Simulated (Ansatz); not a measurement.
## CsC in Ansatz: convergence with smearing width

The system is CsC.

```xyz
2
Lattice="3.9292 0.0000 0.0000 -1.9646 3.4028 0.0000 0.0000 0.0000 5.8243" Properties=species:S:1:pos:R:3 pbc="T T T"
Cs    0.0495    0.0240   -0.0069
C     0.0037    0.0723    2.9378
```

The cell was built by a generator and needn't be a form met in nature.

The cell isn't the ideal one: atoms moved at random, drawn with an rms of 0.05 Å.

- Program: Ansatz 0.2.0
- Task: convergence study
- Functional: r2SCAN
- Potentials or basis: Ansatz PAW
- Cutoff: 500 eV (not typed: the program's choice for these potentials)
- k mesh: 6 × 6 × 4
- Occupations: fermi-dirac, width 0.3 eV
- Spin: no spin polarisation

These are the settings of the first run; the series varies smearing width, with any setting tied to it.

Hardware: 2 threads of Arm Neoverse V2, with other jobs on the host.

| smearing width | energy less the tightest run, at zero smearing (meV/atom) | pressure (GPa) | largest force (eV/Å) | SCF cycles | CPU time (s) | peak memory (GiB) |
| --- | --- | --- | --- | --- | --- | --- |
| 0.3 eV | -15.66 | -1.00 | 0.100 | 7 | 22 | 0.55 |
| 0.2 eV | -7.59 | -1.43 | 0.103 | 7 | 22 | 0.55 |
| 0.15 eV | -5.99 | -1.56 | 0.107 | 6 | 20 | 0.54 |
| 0.1 eV | -4.28 | -1.58 | 0.112 | 6 | 20 | 0.54 |
| 0.05 eV | -2.27 | -1.50 | 0.121 | 6 | 20 | 0.55 |
| 0.025 eV | -1.11 | -1.43 | 0.125 | 7 | 20 | 0.54 |
| 0.01 eV | -0.29 | -1.39 | 0.129 | 7 | 20 | 0.54 |
| 0.005 eV | 0.00 | -1.39 | 0.130 | 7 | 22 | 0.55 |

Against the tightest run, the energy stays within 1 meV/atom from 0.01 eV on; the pressure stays within 0.1 GPa from 0.025 eV on; the largest force stays within 0.005 eV/Å from 0.025 eV on. Narrower smearing needs a denser k mesh, so at a fixed mesh the narrowest width isn't the most accurate. The tightest run that finished is the yardstick and may itself not be fully converged.

Caveat, for the tightest run too: the PAW data sets come from PBE, with cores solved anew for the run's functional, which leaves a small shift of forces and pressure. Spin-orbit coupling is left out, which matters for the levels of Cs.
